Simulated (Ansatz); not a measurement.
# TiB+ (quintet): the correlation ladder, def2-TZVPP

An exercise on one series of results from a longer session: the logs are not shown, and one member is left open.

The runs use Ansatz 0.2.0, Gaussian basis; def2-TZVPP, core rule «outside noble gas», up to 10 orbitals frozen.

To be run: UHF; CCSD(T) on ROHF; CCSD(T) on UHF; CCSDT(Q) on ROHF; CCSDT(Q) on UHF.

11 further runs of the same task are left out: 7 for a known fault of the program, 4 set aside as unsound or not needed.

## The geometry

The geometry is a PBE0/def2-TZVP stationary point (not a proven minimum) of the parent state, kept for this charge and spin.

2 atoms, charge 1, spin multiplicity 5.

Atoms are counted from 1 here; the program's logs count them from 0.

Bond lengths: Ti1–B2 2.101 Å.

Set-up of the first run:

File in.yaml:

```yaml
crystal:
  periodic: [false, false, false]
  atoms:
    - {symbol: Ti, position_ang: [0.000000, 0.000000, 0.000000]}
    - {symbol: B, position_ang: [0.000000, 0.000000, 2.101000]}
basis:
  gaussian: {orbitals: def2-TZVPP}
total_charge: 1
magnetization: {spin_polarized: true, initial_magnetization: 4}
hamiltonian: {xc: hf}
output: {orbitals: {seedname: orbitals}}
```

Launch:

```sh
$ ansatz run in.yaml --threads 1 --pin off --events-out ev --progress --plain --max-ram 2816MiB --backend cpu
```

Among the steps run: UHF; CCSD(T) on ROHF; CCSD(T) on UHF; CCSDT(Q) on ROHF; CCSDT(Q) on UHF.

One of the session's tables, all rows but one given; the rest of the session is left out.

| method | from RCCSDT(Q) (meV) |
| --- | --- |
| RMP2 | ? |
| UMP2 | +1326.4 |
| RCCSD | +368.0 |
| UCCSD | +309.7 |
| RCCSD(T) | +110.9 |
| UCCSD(T) | +62.3 |
| RCCSDT | +30.5 |
| UCCSDT | -14.3 |
| RCCSDT(Q) | 0 |
| UCCSDT(Q) | -45.9 |

Q: Estimate the row for RMP2 from the others.

The run gave: from RCCSDT(Q) (meV): +1366.6. In the column «from RCCSDT(Q) (meV)» it is the highest.

Left out of the table: ROHF, UHF (another determinant or state than the rows shown).

Caveats from the session: Warnings: coupled cluster took another determinant than the lowest; large T1 diagnostic. Restricted and unrestricted rows rest on different reference determinants; where their highest levels disagree by more than a few hundredths of an eV, they describe different states and don't form one ladder.
